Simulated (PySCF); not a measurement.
# SiGe+: from the state search to spectroscopic constants

What are the lowest state that PBE0 finds, the bond length, vibrational wavenumber and bond energy of SiGe+, and how much do these hang on the method?

Method: Si def2-TZVPPD, Ge def2-TZVPPD, no relativity; program: PySCF 2.14.0.

## (1) Input

A driver script around PySCF takes these settings:

```
atoms                         : Si, Ge
charge                        : 1
basis                         : Si def2-TZVPPD, Ge def2-TZVPPD
Hamiltonian                   : no relativity
basis functions               : 102
electrons treated             : 45
masses in u                   : 27.9769, 73.9212
levels                        : PBE0, PBE, r²SCAN, B2PLYP, LDA, TPSS, BHandHLYP, TPSSh, LC-ωPBE, HF, MP2, SCS-MP2, CCSD, CCSD(T)
grid                          : 80 radial by 434 angular points
occupations                   : held fixed by the projection of orbital angular momentum
dissociation limit            : Si + Ge+, each in its ground configuration
starting distance in angstrom : 2.375
values of 2S to try           : 1, 3
```

Run with:

```console
$ OMP_NUM_THREADS=2 python dia.py task.json out
```

Further steps of the session: PBE0 along the bond; Excited determinants; PBE (GGA); r²SCAN (meta-GGA); B2PLYP (double hybrid); LDA (local density); TPSS; BHandHLYP; TPSSh (hybrid meta-GGA); LC-ωPBE (range-separated hybrid); UHF; Adding correlation.

Q: Predict the outcome of this session. Wanted: for each run, Re; ωe; De; μ.

**Answer**, as computed:

Lowest PBE0 solution found, without spin–orbit coupling: ⁴Σ⁻ (quartet), unpaired electrons σ ↑, π ↑↑. State 2 has its PBE0 minimum 0.35 eV higher, as a spin-mixed determinant (⟨S²⟩ = 1.78), so this is no gap between pure states. State 3 has its PBE0 minimum 0.38 eV higher, as a spin-mixed determinant (⟨S²⟩ = 1.77), so this is no gap between pure states. State 4 has its PBE0 minimum 0.61 eV higher. The other levels ran on the lowest alone.

| level | Re (Å) | ωe (cm⁻¹) | De (eV) | μ (D) |
| --- | --- | --- | --- | --- |
| UHF | 2.331 | 395 | 2.06 | -2.16 |
| UHF-MP2 | 2.318 | 397 | 3.20 | n/a |
| UHF-SCS-MP2 | 2.304 | 414 | 2.88 | n/a |
| UHF-CCSD | 2.331 | 385 | 2.97 | n/a |
| UHF-CCSD(T) | 2.339 | 376 | 3.16 | n/a |
| LDA | 2.339 | 360 | 4.14 | -2.36 |
| PBE | 2.373 | 346 | 3.63 | -2.22 |
| TPSS | 2.358 | 354 | 3.51 | -2.18 |
| r²SCAN | 2.344 | 366 | 3.60 | -2.34 |
| TPSSh | 2.346 | 364 | 3.42 | -2.17 |
| PBE0 | 2.341 | 372 | 3.39 | -2.19 |
| BHandHLYP | 2.332 | 379 | 2.92 | -2.26 |
| LC-ωPBE | 2.293 | 412 | 2.97 | -2.14 |
| B2PLYP | 2.346 | 368 | 3.19 | -2.25 |

De is counted to Si + Ge+ in their ground configurations. A positive dipole points from Si to Ge; in an ion it is taken about the centre of mass and does not tell which atom is negative.

Differences from CCSD(T) in the same basis:

| level | Re (mÅ) | ωe (%) |
| --- | --- | --- |
| UHF | -9 | +4.9 |
| UHF-MP2 | -21 | +5.4 |
| UHF-SCS-MP2 | -35 | +10.0 |
| UHF-CCSD | -8 | +2.3 |
| LDA | 0 | -4.4 |
| PBE | +34 | -8.2 |
| TPSS | +19 | -6.0 |
| r²SCAN | +5 | -2.9 |
| TPSSh | +7 | -3.3 |
| PBE0 | +1 | -1.2 |
| BHandHLYP | -7 | +0.6 |
| LC-ωPBE | -46 | +9.4 |
| B2PLYP | +7 | -2.3 |

What this shows: Judged by CCSD(T) in the same basis: best bond length LDA (0 mÅ), worst LC-ωPBE (-46 mÅ); best wavenumber BHandHLYP (+0.6 %), worst UHF-SCS-MP2 (+10.0 %). Hartree–Fock makes the bond too short and too stiff against this reference, as it mostly does. PBE has the long and soft bond that GGAs tend to give. Among the levels with a De in the table, it runs from 2.06 eV (UHF) to 4.14 eV (LDA).

Correlated steps freeze 14 core orbitals. B2PLYP dipoles, levels and charges come from its SCF part alone.
